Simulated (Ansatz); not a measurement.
Task: a polarisability from point charges of C2H4SSi, SMILES [SiH3]C1=CS1, with Ansatz 0.2.0 through its Python package. Give the script and its output. Level of theory (for the species named): Hartree-Fock, def2-SVP basis, multiplicity 1.

```xyz
8

Si    0.0978    1.0785   -0.2971
C     0.1164   -0.4902    0.2644
C    -0.3289   -1.7174    0.2615
S     1.0577   -1.4407    1.3541
H    -1.0143    1.2788   -1.3496
H    -0.2500    2.1117    0.7723
H     1.3470    1.5532   -0.9444
H    -0.9336   -2.4310   -0.1170
```

`c2h4ssi_field.py`
```python
"""Dipole of C2H4SSi in the field of point charges."""

import ansatz as az
from ase import Atoms
import numpy as np

atoms = Atoms(["Si", "C", "C", "S", "H", "H", "H", "H"], positions=[
    [0.0978, 1.0785, -0.2971],
    [0.1164, -0.4902, 0.2644],
    [-0.3289, -1.7174, 0.2615],
    [1.0577, -1.4407, 1.3541],
    [-1.0143, 1.2788, -1.3496],
    [-0.25, 2.1117, 0.7723],
    [1.347, 1.5532, -0.9444],
    [-0.9336, -2.431, -0.117],
])
mol = az.Crystal.molecule_from_ase(atoms)

job = (
    mol.calculation()
    .basis(gaussian="def2-SVP")
    .functional("hf")
    .forces()  # minus the gradient of the free energy
)
# charges +q and -q at -R and +R make a nearly even field 2 k q / R^2 at the centre
centre = np.mean([site.position_ang for site in mol.cartesian_sites], axis=0)
field = 2 * 14.399645 * 2.0 / 40.0 ** 2


def dipole(axis, sign):
    arm = 40.0 * np.eye(3)[axis]
    pair = [{"charge": sign * 2.0, "position_ang": (centre - arm).tolist()}, {"charge": -sign * 2.0, "position_ang": (centre + arm).tolist()}]
    deck = job.input().set(az.key.basis.gaussian.point_charges, pair)
    return np.array(az.Session.from_dict(deck).plan().execute().report["charge_distribution"]["dipole_moment_e_ang"])


print(f"field {field:.4f} V/A")
alpha = np.array([(dipole(axis, 1) - dipole(axis, -1)) / (2 * field) * 14.399645 for axis in range(3)])
print("polarisability tensor (A^3)")
print(np.array2string(alpha, precision=3, suppress_small=True))
print(f"mean {np.trace(alpha) / 3:.3f} A^3 = {np.trace(alpha) / 3 / 0.14818471:.2f} bohr^3")
```

```console
$ python c2h4ssi_field.py
field 0.0360 V/A
polarisability tensor (A^3)
[[ 7.215  0.171  1.305]
 [ 0.177  9.655 -1.025]
 [ 1.309 -1.032  7.098]]
mean 7.989 A^3 = 53.91 bohr^3
```

What to keep in mind:
- The geometry is a force-field or estimated start, not a minimum of this method, and the basis set is short of its limit. The field of two point charges is only nearly even.
- Without diffuse functions polarisabilities are unreliable, as a rule too low, and they change with the bond lengths of this unrelaxed start.
- It ran for 7.3 s on 1 thread of Arm Neoverse V1 (shared host), peak memory 0.21 GiB.
